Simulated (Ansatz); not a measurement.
# C2H3NSi (SMILES NC1=[Si]=C1): one structure at several levels

The task here is to estimate one member of a computed series from the others.

Method: single points in def2-TZVPP; program: Ansatz 0.2.0, Gaussian basis.

Cores are frozen in the correlated methods.

## The system as given

SMILES `NC1=[Si]=C1`, 7 atoms, charge 0, spin multiplicity 1.

Atoms are counted from 1 here; the program's logs count them from 0.

Bond lengths: N1–C2 1.329 Å, N1–H5 1.034 Å, N1–H6 0.964 Å, C2–Si3 1.946 Å, C2–C4 1.387 Å, Si3–C4 1.879 Å, C4–H7 1.111 Å. Angles: C2–N1–H5 116.5°, C2–N1–H6 120.3°, H5–N1–H6 114.1°, N1–C2–Si3 156.6°, N1–C2–C4 137.1°, Si3–C2–C4 66.2°, C2–Si3–C4 42.5°, C2–C4–Si3 71.3°, C2–C4–H7 133.2°, Si3–C4–H7 155.4°.

Geometry (Å):

```xyz
7
charge 0, multiplicity 1
N    -0.4604    1.1274   -0.0704
C     0.1360    0.0187    0.3555
Si    1.0226   -1.1570    1.6272
C     0.5750   -1.1753   -0.1978
H    -0.9261    1.0763   -0.9918
H    -0.8913    1.7191    0.5565
H     0.5549   -1.5884   -1.2292
```

Set-up of the first run:

run/in.yaml reads:

```yaml
crystal:
  periodic: [false, false, false]
  atoms:
    - {symbol: N, position_ang: [-0.460400, 1.127400, -0.070400]}
    - {symbol: C, position_ang: [0.136000, 0.018700, 0.355500]}
    - {symbol: Si, position_ang: [1.022600, -1.157000, 1.627200]}
    - {symbol: C, position_ang: [0.575000, -1.175300, -0.197800]}
    - {symbol: H, position_ang: [-0.926100, 1.076300, -0.991800]}
    - {symbol: H, position_ang: [-0.891300, 1.719100, 0.556500]}
    - {symbol: H, position_ang: [0.554900, -1.588400, -1.229200]}
basis:
  gaussian: {orbitals: def2-TZVPP}
correlation: {method: ccsd_t}
output: {forces: true}
```

No record of the launch command was kept for these runs.

Among the steps run: CCSD(T)/def2-TZVPP; PBE0-D4/def2-TZVPP; wB97M-V/def2-TZVPP; r2SCAN-D4/def2-TZVPP; PBE-D4/def2-TZVPP; SPW92/def2-TZVPP; r2SCANh-D4/def2-TZVPP.

One of the session's tables, all rows but one given; the rest of the session is left out.

```
    method  RMS force component (eV/Å)  angle to CCSD(T) forces (°)  dipole (D)
   CCSD(T)                       1.200                    reference        2.61
   PBE0-D4                       1.258                         10.7        2.69
   wB97M-V                       1.317                          8.1        2.39
 r2SCAN-D4                       1.212                          9.2        2.88
    PBE-D4                       1.149                         11.8        2.84
     SPW92                           ?                            ?           ?
r2SCANh-D4                       1.247                         10.1        2.81
```

**Question.** Estimate the row for SPW92.

**Answer.** RMS force component (eV/Å): 1.256; angle to CCSD(T) forces (°): 21.2; dipole (D): 2.84. In the column «RMS force component (eV/Å)» it lies between r2SCANh-D4 (1.247) and PBE0-D4 (1.258).
